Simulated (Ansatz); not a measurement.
# C₂H₉NOSi: one species, many methods

One table from this session's results is given with a row withheld; the runs are named, their logs left out.

Computed with Ansatz 0.2.0, Gaussian basis. Level: functionals in def2-TZVPP, the program's frozen cores in correlated methods.

The runs, in order: PBE-D4, r2SCAN-D4, PBE0-D4, B3LYP-D4, ωB97X-V, ωB97M-V, B2PLYP; CCSD(T)/def2-TZVPP; MP2/def2-QZVPP; extrapolation to the limit.

### Structure used throughout

All runs share one geometry, relaxed beforehand with PBE0-D4 in a triple-zeta def2 set.

SMILES `C[SiH2]NCO`, 14 atoms, charge 0, spin multiplicity 1.

Atoms are counted from 1 here; the program's logs count them from 0.

Bond lengths: C1–Si2 1.868 Å, C1–H6 1.093 Å, C1–H7 1.093 Å, C1–H8 1.094 Å, Si2–N3 1.722 Å, Si2–H9 1.491 Å, Si2–H10 1.488 Å, N3–C4 1.429 Å, N3–H11 1.008 Å, C4–O5 1.408 Å, C4–H12 1.100 Å, C4–H13 1.095 Å, O5–H14 0.962 Å. Angles: Si2–C1–H6 111.0°, Si2–C1–H7 111.1°, Si2–C1–H8 110.5°, H6–C1–H7 108.1°, H6–C1–H8 107.9°, H7–C1–H8 108.1°, C1–Si2–N3 115.4°, C1–Si2–H9 108.3°, C1–Si2–H10 109.2°, N3–Si2–H9 107.2°, N3–Si2–H10 106.6°, H9–Si2–H10 110.1°, Si2–N3–C4 125.2°, Si2–N3–H11 120.2°, C4–N3–H11 113.9°, N3–C4–O5 113.1°, N3–C4–H12 107.9°, N3–C4–H13 112.4° and more.

The first run:

in.yaml reads:

```yaml
crystal:
  periodic: [false, false, false]
  atoms:
    - {symbol: C, position_ang: [-1.959131, 0.062781, -1.038357]}
    - {symbol: Si, position_ang: [-0.546974, -0.931342, -0.326217]}
    - {symbol: N, position_ang: [0.379517, -0.132545, 0.886051]}
    - {symbol: C, position_ang: [1.379220, 0.858881, 0.639492]}
    - {symbol: O, position_ang: [2.632535, 0.526901, 1.187766]}
    - {symbol: H, position_ang: [-1.596562, 0.985436, -1.498936]}
    - {symbol: H, position_ang: [-2.680534, 0.332190, -0.262880]}
    - {symbol: H, position_ang: [-2.484628, -0.512291, -1.806302]}
    - {symbol: H, position_ang: [0.386283, -1.278474, -1.435892]}
    - {symbol: H, position_ang: [-1.085201, -2.170995, 0.297276]}
    - {symbol: H, position_ang: [0.136848, -0.234752, 1.859130]}
    - {symbol: H, position_ang: [1.451582, 1.002193, -0.448506]}
    - {symbol: H, position_ang: [1.128984, 1.825411, 1.088336]}
    - {symbol: H, position_ang: [2.845259, -0.362392, 0.887740]}
basis:
  gaussian: {orbitals: def2-TZVPP}
hamiltonian: {xc: pbe, dispersion: d4}
output: {forces: true, orbitals: {seedname: orbitals}}
```

The run is started by

```console
$ ansatz run in.yaml --threads 4 --pin off --events-out ev --progress --plain --max-ram 10444MiB
```

Steps of the session up to this table: PBE-D4 (GGA); r2SCAN-D4 (meta-GGA); PBE0-D4 (hybrid); B3LYP-D4 (hybrid); ωB97X-V (range-separated); ωB97M-V (range-separated); B2PLYP (double hybrid); CCSD(T) in def2-TZVPP; MP2 in def2-QZVPP.

One table of the session follows, with a row left open; its other results are not shown here.

| method | atomisation energy (kcal/mol) |
| --- | --- |
| PBE-D4 | 1230.3 |
| r2SCAN-D4 | 1211.4 |
| PBE0-D4 | 1211.1 |
| B3LYP-D4 | 1214.7 |
| ωB97X-V | 1217.9 |
| ωB97M-V | 1217.5 |
| B2PLYP | 1200.3 |
| HF/def2-TZVPP | 875.3 |
| MP2/def2-TZVPP | 1193.3 |
| CCSD/def2-TZVPP | 1166.3 |
| CCSD(T)/def2-TZVPP | ? |
| MP2/CBS | 1225.9 |
| CCSD(T)/CBS | 1214.4 |

**Question.** Estimate the row for CCSD(T)/def2-TZVPP.

As computed: atomisation energy (kcal/mol): 1181.8. In the column «atomisation energy (kcal/mol)» it lies between CCSD/def2-TZVPP (1166.3) and MP2/def2-TZVPP (1193.3).
